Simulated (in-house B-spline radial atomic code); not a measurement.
# Nb³⁺: excited configurations

How much energy does it take to promote electrons of Nb³⁺ to other shells? Each configuration is solved by itself and compared with the reference.

Program: in-house B-spline radial atomic code version 1. Level of theory: scalar-relativistic (spin-free one-electron X2C) B3LYP, spin-polarised, spherical density, exact exchange averaged over the configuration, Fermi nucleus, basis-set limit. These are calculated values, not measurements, unless marked.

**1. The system**

```
element       : niobium (Z = 41)
charge        : +3
electrons     : 38
configuration : [Kr] 4d2
Hamiltonian   : scalar-relativistic (X2C)
nucleus       : Fermi, rms radius 4.324 fm
```

Outer shells as boxes (Hund's rule):

[Kr] 4d2
```
[Kr] core
4d [↑ ][↑ ][  ][  ][  ]
```

Where spins are not typed, each open shell is filled with up spins first.

**2. The reference configuration**

Settings, as recorded:

```ini
Z = 41
electrons = 38.0
configuration = [Kr] 4d2
hamiltonian = x2c
method = b3lyp
spin_polarised = True
nucleus = fermi
rms_radius = 4.324
mass_number = 93
atomic_mass = 92.90637317
speed_of_light = 137.035999084
exact_exchange = averaged over the configuration
```

On the command line:

```console
$ python run_scf.py task.json out
```

One command runs all members of the session, one after another, from task.json.

**3. Configuration [Kr] 4d1 5s1**

Changes to the settings of step 2:

```diff
@@ -2,3 +2,3 @@
 electrons = 38.0
-configuration = [Kr] 4d2
+configuration = [Kr] 4d1 5s1
 hamiltonian = x2c
```

**4. Run with [Ar] 3d9 4s2 4p6 4d3**

Changes to the settings of step 3:

```diff
@@ -2,3 +2,3 @@
 electrons = 38.0
-configuration = [Kr] 4d1 5s1
+configuration = [Ar] 3d9 4s2 4p6 4d3
 hamiltonian = x2c
```

**5. [Ar] 3d9 4s2 4p6 4d2 5s1**

Changes to the settings of step 4:

```diff
@@ -2,3 +2,3 @@
 electrons = 38.0
-configuration = [Ar] 3d9 4s2 4p6 4d3
+configuration = [Ar] 3d9 4s2 4p6 4d2 5s1
 hamiltonian = x2c
```

**6. Run with [Kr] 4d1 5f1**

Changes to the settings of step 5:

```diff
@@ -2,3 +2,3 @@
 electrons = 38.0
-configuration = [Ar] 3d9 4s2 4p6 4d2 5s1
+configuration = [Kr] 4d1 5f1
 hamiltonian = x2c
```

**7. Run with [Ar] 3d9 4s2 4p6 4d2 5f1**

Changes to the settings of step 6:

```diff
@@ -2,3 +2,3 @@
 electrons = 38.0
-configuration = [Kr] 4d1 5f1
+configuration = [Ar] 3d9 4s2 4p6 4d2 5f1
 hamiltonian = x2c
```

**8. [Ar] 3d9 4s2 4p6 4d2 5d1**

Changes to the settings of step 7:

```diff
@@ -2,3 +2,3 @@
 electrons = 38.0
-configuration = [Ar] 3d9 4s2 4p6 4d2 5f1
+configuration = [Ar] 3d9 4s2 4p6 4d2 5d1
 hamiltonian = x2c
```

Before running: How far above the reference does each configuration lie (order and size, in eV)?

The runs gave:

| net move | configuration | 2|M_S|+1 | energy above the reference (eV) | largest <r> (bohr) |
| --- | --- | --- | --- | --- |
| 4d → 5s | [Kr] 4d1 5s1 | 3 | 5.812 | 2.73 |
| 4d → 5f | [Kr] 4d1 5f1 | 3 | 27.285 | 6.60 |
| 3d → 4d | [Ar] 3d9 4s2 4p6 4d3 | 5 | 204.97 | 1.60 |
| 3d → 5s | [Ar] 3d9 4s2 4p6 4d2 5s1 | 5 | 212.80 | 2.65 |
| 3d → 5d | [Ar] 3d9 4s2 4p6 4d2 5d1 | 5 | 227.64 | 4.03 |
| 3d → 5f | [Ar] 3d9 4s2 4p6 4d2 5f1 | 5 | 235.07 | 6.42 |

The energies run from 5.812 eV (4d → 5s) to 235.07 eV (3d → 5f). 4 of them lie more than 60 % above minus the reference's highest level (32.602 eV), in the range where a state can decay by emitting an electron. Two partly filled shells share a symmetry and can mix in the average, which may lower the energy, for: 3d → 5d. The reference has 2|M_S|+1 = 3; 4 of the configurations differ from it in spin. These are spherical averages at the typed spins, not spectroscopic levels.
